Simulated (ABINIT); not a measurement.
The system is CsLiCr2Te2S3.

```
CELL_PARAMETERS angstrom
3.42162 -5.18069 0.00784
3.42162 5.18069 0.00784
-2.90411 0.00000 7.43093
ATOMIC_POSITIONS crystal
Cs 0.09374 0.09374 0.00853
Li 0.58875 0.58875 0.55336
Cr 0.05646 0.46755 0.55790
Cr 0.46755 0.05646 0.55790
Te 0.56486 0.87357 0.29035
Te 0.87357 0.56486 0.29035
S 0.81151 0.39697 0.73347
S 0.39697 0.81151 0.73347
S 0.21404 0.21404 0.48371
```

The cell was built by a generator and needn't be a form met in nature.

Alike in all runs: program ABINIT 10.8.3 (patched build); functional PBE; potentials or basis JTH PAW PBE v2.0; cutoff 626 eV; k mesh 4 × 4 × 3; occupations fermi-dirac, width 0.05 eV.

Starts and where they ended:

```csv
start,free energy over the lowest (meV/atom),net moment (μB),site or absolute moments (μB),gap
"collinear spin, ferromagnetic start of up to 3 μB",0.0,4.01,Cs -0.00; Li +0.00; Cr +2.15; Te -0.17; S -0.06,none (metal or under the smearing width)
"collinear spin, ferromagnetic start of up to 5 μB",0.0,4.01,Cs -0.00; Li +0.00; Cr +2.15; Te -0.17; S -0.06,none (metal or under the smearing width)
no spin polarisation,97.7,-,-,none (metal or under the smearing width)
```

Allowing spin polarisation gains 98 meV/atom. A still lower state may exist.
